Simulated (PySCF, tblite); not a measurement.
# C4H5GeN2 radical: geometry, infrared bands and EPR parameters

What infrared bands and EPR parameters should C4H5GeN2 radical (`[H]/N=[C]\[Ge@H]([C]#C)[N]=C`) show?

Computed with tblite 0.8.0 and PySCF 2.14.0, with density-fitted response routines of our own, on a single molecule in the gas phase. Atoms count from 0, in the outputs and in this text.

## 1. The molecule as given

12 atoms, charge 0, multiplicity 2; geometry from: force field or distance geometry start.

Bonds of the start (Å): C0–C1 1.20, C1–Ge2 1.90, Ge2–C3 1.91, C3–N4 1.30, Ge2–N5 1.86, N5–C6 1.28, C0–H7 1.07, Ge2–H8 1.55, N4–H9 1.03, C6–H10 1.08, C6–H11 1.09.

## 2. Optimising the geometry with GFN2-xTB

What the job is given:

```
{"job": {"kind": "relax", "xc": "GFN2-xTB", "basis": "xTB"}, "charge": 0, "multiplicity": 2}
C      0.158400     2.647900    -0.084500
C      0.303500     1.490100    -0.356900
Ge     0.565900    -0.349800    -0.756300
C      2.227500    -0.939700    -0.027000
N      2.447300    -0.894300     1.251300
N     -0.836000    -1.339600    -0.038000
C     -2.047800    -1.129700    -0.386900
H      0.016700     3.678600     0.152200
H      0.581600    -0.534400    -2.297200
H      1.733400    -0.527100     1.897800
H     -2.304600    -0.371200    -1.114800
H     -2.844700    -1.731200     0.058300
```

Launch:

```bash
OMP_NUM_THREADS=1 python probes_run.py task.json out
```

This one command runs all jobs of the session in turn.

Output:

```text
step      E/eV     max force
  0    -506.89749    5.559
  1    -506.97673    6.833
  2    -507.19889    1.351
  3    -507.21610    0.957
  4    -507.22764    1.096
  5    -507.24001    0.501
  6    -507.25653    0.377
  7    -507.28292    0.793
  8    -507.30316    0.687
  9    -507.31846    0.459
 10    -507.33017    0.316
 11    -507.33876    0.321
 12    -507.34558    0.264
 13    -507.35020    0.186
 14    -507.35385    0.198
 15    -507.35812    0.237
 16    -507.36387    0.273
 17    -507.36994    0.244
 18    -507.37512    0.182
 19    -507.38019    0.210
 20    -507.38671    0.321
 21    -507.39484    0.342
 22    -507.40237    0.223
 23    -507.40823    0.202
 24    -507.41259    0.181
 25    -507.41533    0.236
 26    -507.41805    0.173
 27    -507.42085    0.110
 28    -507.42409    0.150
 29    -507.42604    0.179
 30    -507.43035    0.182
 31    -507.43654    0.164
 32    -507.44430    0.216
 33    -507.45058    0.217
 34    -507.45620    0.226
 35    -507.45843    0.670
 36    -507.46899    0.450
 37    -507.47876    0.356
 38    -507.48838    0.216
 39    -507.50216    0.303
 40    -507.50715    0.150
 41    -507.51142    0.164
 42    -507.51364    0.191
 43    -507.51679    0.179
 44    -507.52054    0.174
 45    -507.52509    0.220
 46    -507.53123    0.266
 47    -507.53606    0.376
 48    -507.54158    0.346
 49    -507.54491    0.326
 50    -507.55098    0.274
 51    -507.55529    0.242
 52    -507.56083    0.158
 53    -507.56208    0.226
 54    -507.56486    0.173
 55    -507.56642    0.138
 56    -507.56851    0.108
 57    -507.56954    0.107
 58    -507.57058    0.109
 59    -507.57139    0.100
 60    -507.57230    0.072
 61    -507.57308    0.067
 62    -507.57356    0.050
 63    -507.57385    0.049
 64    -507.57411    0.052
 65    -507.57443    0.066
 66    -507.57476    0.067
 67    -507.57501    0.043
 68    -507.57523    0.038
 69    -507.57546    0.061
 70    -507.57581    0.098
 71    -507.57633    0.115
 72    -507.57694    0.105
 73    -507.57745    0.059
 74    -507.57773    0.049
 75    -507.57788    0.035
 76    -507.57804    0.039
 77    -507.57828    0.047
 78    -507.57866    0.056
 79    -507.57914    0.059
 80    -507.57960    0.049
 81    -507.57994    0.052
 82    -507.58017    0.050
 83    -507.58039    0.042
 84    -507.58066    0.044
 85    -507.58093    0.056
 86    -507.58111    0.033
 87    -507.58118    0.020
 88    -507.58121    0.014
 89    -507.58123    0.012
 90    -507.58125    0.020
 91    -507.58128    0.014
 92    -507.58131    0.015
 93    -507.58133    0.016
 94    -507.58135    0.014
 95    -507.58138    0.020
 96    -507.58142    0.022
 97    -507.58145    0.016
 98    -507.58147    0.008
```

It took 0.55 s on 1 thread of Arm Neoverse V1, shared host.

Step by step: (not every step is listed)

| step | energy from step 0 (eV) | largest force (eV/Å) |
| --- | --- | --- |
| 0 | 0.0000 | 5.5586 |
| 1 | -0.0792 | 6.8332 |
| 2 | -0.3014 | 1.3508 |
| 3 | -0.3186 | 0.9565 |
| 4 | -0.3302 | 1.0965 |
| 5 | -0.3425 | 0.5011 |
| 6 | -0.3590 | 0.3766 |
| 7 | -0.3854 | 0.7933 |
| 8 | -0.4057 | 0.6867 |
| 16 | -0.4664 | 0.2734 |
| 24 | -0.5151 | 0.1807 |
| 32 | -0.5468 | 0.2163 |
| 40 | -0.6097 | 0.1502 |
| 48 | -0.6441 | 0.3456 |
| 56 | -0.6710 | 0.1079 |
| 64 | -0.6766 | 0.0516 |
| 72 | -0.6794 | 0.1052 |
| 80 | -0.6821 | 0.0488 |
| 88 | -0.6837 | 0.0143 |
| 93 | -0.6838 | 0.0163 |
| 94 | -0.6839 | 0.0142 |
| 95 | -0.6839 | 0.0203 |
| 96 | -0.6839 | 0.0220 |
| 97 | -0.6840 | 0.0162 |
| 98 | -0.6840 | 0.0081 |

Distances of close pairs at the start and the end, largest changes first:

| bond | before (Å) | after (Å) | change (Å) |
| --- | --- | --- | --- |
| C3–N4 | 1.298 | 1.204 | -0.094 |
| Ge2–C3 | 1.908 | 1.973 | +0.065 |
| Ge2–H8 | 1.552 | 1.502 | -0.050 |
| Ge2–N5 | 1.860 | 1.824 | -0.036 |
| C1–Ge2 | 1.901 | 1.931 | +0.030 |
| N5–C6 | 1.278 | 1.252 | -0.026 |
| N4–H9 | 1.031 | 1.015 | -0.016 |
| C0–H7 | 1.067 | 1.054 | -0.013 |

The end geometry stands in the next job.

## 3. Infrared spectrum with GFN2-xTB

What the job is given:

```
{"job": {"kind": "ir", "xc": "GFN2-xTB", "basis": "xTB"}, "charge": 0, "multiplicity": 2}
C      0.029887     2.674430    -0.184937
C      0.220050     1.537448    -0.534582
Ge     0.531021    -0.347749    -0.816649
C      1.790069    -1.265434     0.393770
N      2.452013    -1.062464     1.379013
N     -0.967431    -1.384315    -0.726805
C     -2.147329    -1.076110    -0.441759
H     -0.138369     3.686074     0.057759
H      1.060440    -0.570941    -2.204641
H      2.573765    -0.267451     1.997841
H     -2.493473    -0.071474    -0.177935
H     -2.909444    -1.852699    -0.443217
```

Output:

```text
mode    cm-1     km/mol
  1      54.4      1.62
  2      55.8      4.60
  3      69.2      1.29
  4     125.2      3.97
  5     149.3     19.00
  6     198.0     22.11
  7     223.0     63.61
  8     297.9     14.63
  9     316.0     40.71
 10     400.1      2.36
 11     442.7     20.26
 12     456.1     38.70
 13     502.3     51.20
 14     576.9     43.33
 15     644.0     16.95
 16     652.8     90.56
 17     665.1     75.82
 18     683.5    110.19
 19     825.6    417.60
 20     984.8     11.77
 21    1136.4      7.90
 22    1441.8      5.47
 23    1688.6     20.51
 24    1913.7    364.88
 25    1970.2    343.43
 26    2150.3      7.92
 27    2854.6     68.13
 28    2961.5     52.51
 29    3229.5     40.98
 30    3331.0      0.50
```

Wall time 0.32 s (1 thread of Arm Neoverse V1, shared host).

Which atoms move in the most intense modes:

| cm⁻¹ | km/mol | atoms |
| --- | --- | --- |
| 223 | 63.6 | C1 47 %, C3 12 % |
| 653 | 90.6 | H8 56 %, H7 21 % |
| 665 | 75.8 | H7 67 %, H8 15 %, C0 13 % |
| 684 | 110.2 | H8 49 %, H7 41 % |
| 826 | 417.6 | H9 81 %, N4 16 % |
| 1914 | 364.9 | C3 56 %, N4 41 % |
| 1970 | 343.4 | H8 99 % |
| 2855 | 68.1 | H10 92 % |

## 4. g tensor and hyperfine couplings: B3LYP/def2-TZVP-core+pcH-1

Settings changed since step 3:

```diff
@@ -1,2 +1,2 @@
-{"job": {"kind": "ir", "xc": "GFN2-xTB", "basis": "xTB"}, "charge": 0, "multiplicity": 2}
+{"job": {"kind": "epr", "basis": "pcH-1"}, "charge": 0, "multiplicity": 2}
 C      0.029887     2.674430    -0.184937
```

Level: UKS B3LYP, def2-TZVP-core on Ge, pcH-1 on C H N, non-relativistic, mean-field spin-orbit, GIAO.

Output:

```text
UKS, coarse grid
  cycle   1  E = -2341.70952399  |g| = 1.38e+00
  cycle   2  E = -2341.55535962  |g| = 1.11e+00
  cycle   3  E = -2341.75381595  |g| = 5.35e-01
  cycle   4  E = -2341.83102424  |g| = 2.32e-01
  cycle   5  E = -2341.85190234  |g| = 3.10e-02
  cycle   6  E = -2341.85198904  |g| = 2.60e-02
  cycle   7  E = -2341.85230736  |g| = 4.29e-03
  cycle   8  E = -2341.85231650  |g| = 1.32e-03
  cycle   9  E = -2341.85231738  |g| = 9.35e-04
UKS, final grid
  cycle   1  E = -2341.85235577  |g| = 2.08e-03
  cycle   2  E = -2341.85234645  |g| = 4.95e-03
  cycle   3  E = -2341.85235783  |g| = 1.72e-04
  cycle   4  E = -2341.85235785  |g| = 1.22e-04
  cycle   5  E = -2341.85235786  |g| = 8.58e-05
  cycle   6  E = -2341.85235787  |g| = 2.92e-05
E = -2341.85235787 Eh   <S^2> = 0.7537 (exact 0.7500)
g shifts (ppm)      1          2          3
  rmc          -195       -195       -195
  gc             12         26        -76
  oz_so       -3224       -963       1215
  total       -3407      -1132        945
hyperfine (MHz)  atom isotope    a_iso     a_fc   dipolar eigenvalues
    0   13C      13.30      13.39     -4.04     -2.64      6.67
    1   13C      65.07      65.08     -4.49     -2.20      6.69
    2  73Ge    -120.66    -121.62    -15.70      7.17      8.54
    3   13C     397.99     398.27    -43.05    -38.09     81.14
    4   14N      94.98      95.03    -11.22     -8.47     19.68
    5   14N      -0.82      -0.81     -0.84      0.06      0.78
    6   13C       0.61       0.63     -1.35     -0.78      2.13
    7    1H      -1.99      -1.97     -2.21     -0.35      2.56
    8    1H      -7.76      -7.77     -3.45     -1.97      5.42
    9    1H     197.33     197.32    -11.33     -4.79     16.13
   10    1H       1.06       1.06     -1.02     -0.27      1.29
   11    1H       1.12       1.12     -0.90     -0.72      1.61
```

Run time: 2.5 min. Hardware: 1 thread of Arm Neoverse V1, shared host; peak memory 1.2 GiB.

Principal g values 1.99891, 2.00119, 2.00326; g(iso) = 2.00112, against 2.00232 for a free electron.

Hyperfine couplings, nucleus by nucleus at this fixed geometry (no averaging over rotations):

| nuclei | isotope | a(iso) (MHz) | a(iso) (G, at g = 2.0023) | largest dipolar term (MHz) |
| --- | --- | --- | --- | --- |
| C3 | 13C | 398.0 | 142.0 | 81.1 |
| H9 | 1H | 197.3 | 70.4 | 16.1 |
| Ge2 | 73Ge | -120.7 | -43.1 | -15.7 |
| N4 | 14N | 95.0 | 33.9 | 19.7 |
| C1 | 13C | 65.1 | 23.2 | 6.7 |
| C0 | 13C | 13.3 | 4.7 | 6.7 |
| H8 | 1H | -7.8 | -2.8 | 5.4 |
| H7 | 1H | -2.0 | -0.7 | 2.6 |
| H11 | 1H | 1.1 | 0.4 | 1.6 |
| H10 | 1H | 1.1 | 0.4 | 1.3 |
| N5 | 14N | -0.8 | -0.3 | -0.8 |
| C6 | 13C | 0.6 | 0.2 | 2.1 |

Mulliken spin populations:

| atom | value (e) |
| --- | --- |
| C0 | 0.04 |
| C1 | 0.02 |
| Ge2 | 0.12 |
| C3 | 0.56 |
| N4 | 0.17 |
| N5 | 0.00 |
| C6 | 0.01 |
| H7 | 0.00 |
| H8 | 0.00 |
| H9 | 0.08 |
| H10 | 0.00 |
| H11 | 0.00 |

In first order the couplings over 0.8 MHz of 1H, 14N give 284 distinct lines over 143.0 G.

The fields below are evaluated on a grid from the run's orbitals.

ELF in a plane through or near 5 of the atoms.

Ten even steps from ' ' (0.00) to '@' (1.00):
```
                                                        
                                                        
                                                        
                                                        
                              ....    ::==--            
                            ::++==----##%%##==          
        ..==::    ::++==..  ::****####++%%##==..        
      ::@@@@@@**..--****--  ..++++##%%::****::          
      ++@@@@@@@@++##%%**==..::++++==++++##**--          
      ..**%%%%**++::++----::::::::      ....            
            ::%%@@@@==    ..::::..                      
            ==@@@@@@==  ..==****++==::..                
            ..**%%==    --**##%%%%##++--..              
                      ..==**####****++--..              
                      ..--++**##%%%%++..                
                        ..::##@@@@@@%%..                
                            ++@@@@@@**                  
                              ::==::                    
                                                        
                                                        
```
The map spans 11.7 Å across and 12.3 Å up, centred on the molecule. Atoms in the plane (x, y in Å): N4 (2.4, 1.9), C6 (-2.4, 0.4), H7 (1.0, -3.5), H10 (-2.3, -0.6), H11 (-3.3, 1.0).

log10 of the density (e/Å³) in the same plane.

Ten even steps from ' ' (-4.0) to '@' (1.4):
```
                                                        
                                                        
                                                        
                              ............              
                        ....::------======--::..        
          ......::::::::::----==++++++**++++==::..      
      ..::----======++========++**####%%##**++--::      
    ..::==++++**++******++==++****##%%%%##**++--::      
    ..--==**##########****++++++**********++==--::      
    ..--==++**##@@####**++++++++++==========--::..      
      ::--==++**####**++++++++++++==----::::..          
        ::--==++****++====++******++==--::..            
        ..::--============++**##****++==--..            
          ....::::::----==++**####**++==--..            
                  ..::--==++**####**++==--..            
                    ..::--==++####**++--::..            
                      ..::--==++++==--::..              
                          ..::------::..                
                                                        
                                                        
```
The map spans 11.7 Å across and 12.3 Å up, centred on the molecule. Atoms in the plane (x, y in Å): N4 (2.4, 1.9), C6 (-2.4, 0.4), H7 (1.0, -3.5), H10 (-2.3, -0.6), H11 (-3.3, 1.0).

On the surface of density 0.002 e/bohr³ the electrostatic potential runs, from the 1st to the 99th percentile, from -1.44 V near N5 to 1.92 V near H9.

The spin density lies nearest to C3 51 %; N4 19 %; Ge2 11 %; H9 9 %.

## 5. Outcome

| quantity | value |
| --- | --- |
| strongest single infrared mode (GFN2-xTB) | 826 cm⁻¹, 418 km/mol |
| zero-point energy (GFN2-xTB) | 44.3 kcal/mol |
| g(iso) (B3LYP) | 2.00112 |
| ⟨S²⟩ | 0.754 (exact 0.75) |
| largest a(iso) | 13C on C3, 398.0 MHz |
| surface potential, 1st and 99th percentile | -1.44 V and 1.92 V |

What this shows: Over 98 steps the energy fell by 0.684 eV; of the close pairs, C3–N4 changed most, 1.298 to 1.204 Å. All 30 modes are real, so the xTB geometry is a minimum. The strongest single mode, at 826 cm⁻¹, moves mainly H9. GFN2-xTB is a fitted tight-binding method: band positions and strengths are rough. Its intensities can rank the bands wrongly. C3 carries the largest spin population, 0.56 e. The isotropic g lies 1.2 ppt below the free-electron value. The hyperfine terms hold no scalar relativity, which the heavier nuclei need.
